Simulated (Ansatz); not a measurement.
# C2H6BrNSi: the cost of one run

Method: the settings change from run to run; program: Ansatz 0.2.0, Gaussian basis.

### Step 1. The relaxed structure

The geometry comes from an earlier relaxation with PBE0-D4 in a triple-zeta def2 set; it is a stationary point, not always the lowest conformer.

SMILES `CN(C)[Si]Br`, 11 atoms, charge 0, spin multiplicity 1.

Atoms are counted from 1 here; the program's logs count them from 0.

Bond lengths: C1–N2 1.445 Å, C1–H6 1.088 Å, C1–H7 1.096 Å, C1–H8 1.096 Å, N2–C3 1.452 Å, N2–Si4 1.710 Å, C3–H9 1.096 Å, C3–H10 1.094 Å, C3–H11 1.096 Å, Si4–Br5 2.287 Å. Angles: N2–C1–H6 110.6°, N2–C1–H7 110.4°, N2–C1–H8 110.4°, H6–C1–H7 108.8°, H6–C1–H8 108.8°, H7–C1–H8 107.7°, C1–N2–C3 112.4°, C1–N2–Si4 132.3°, C3–N2–Si4 115.2°, N2–C3–H9 110.9°, N2–C3–H10 110.3°, N2–C3–H11 110.9°, H9–C3–H10 108.2°, H9–C3–H11 108.2°, H10–C3–H11 108.2°, N2–Si4–Br5 102.2°.

As a file:

```
atom     x (Å)     y (Å)     z (Å)
  C1   0.02929   0.78918  -0.84511
  N2   0.04736  -0.01880   0.35244
  C3  -0.21496  -1.42091   0.07890
 Si4   0.31542   0.36576   1.99673
 Br5   0.67369   2.62254   1.91451
  H6   0.22732   1.83170  -0.60631
  H7   0.78812   0.43852  -1.55419
  H8  -0.94681   0.71869  -1.33890
  H9   0.53897  -1.83359  -0.60071
 H10  -0.19322  -1.99968   1.00656
 H11  -1.19986  -1.55061  -0.38342
```

### Step 2. revPBE/aug-cc-pVDZ

Options: charge -1, multiplicity 2, high accuracy.

in.yaml

```yaml
crystal:
  periodic: [false, false, false]
  atoms:
    - {symbol: C, position_ang: [0.029288, 0.789183, -0.845115]}
    - {symbol: N, position_ang: [0.047364, -0.018804, 0.352442]}
    - {symbol: C, position_ang: [-0.214965, -1.420913, 0.078896]}
    - {symbol: Si, position_ang: [0.315415, 0.365757, 1.996734]}
    - {symbol: Br, position_ang: [0.673686, 2.622537, 1.914507]}
    - {symbol: H, position_ang: [0.227317, 1.831705, -0.606306]}
    - {symbol: H, position_ang: [0.788115, 0.438519, -1.554195]}
    - {symbol: H, position_ang: [-0.946805, 0.718693, -1.338901]}
    - {symbol: H, position_ang: [0.538965, -1.833586, -0.600708]}
    - {symbol: H, position_ang: [-0.193220, -1.999677, 1.006562]}
    - {symbol: H, position_ang: [-1.199860, -1.550614, -0.383416]}
basis:
  gaussian: {orbitals: aug-cc-pVDZ}
total_charge: -1
magnetization: {spin_polarized: true, initial_magnetization: 1}
hamiltonian: {xc: {name: revPBE}}
accuracy: high
output: {forces: true}
```

Started as:

```sh
$ ansatz run in.yaml --threads 4 --pin off --events-out ev --progress --plain --max-ram 10444MiB
```

**Question.** How long does this run take on 4 threads of Arm Neoverse V2, shared host, and how much memory does it need?

About 39 s, with a peak of 1.2 GiB.
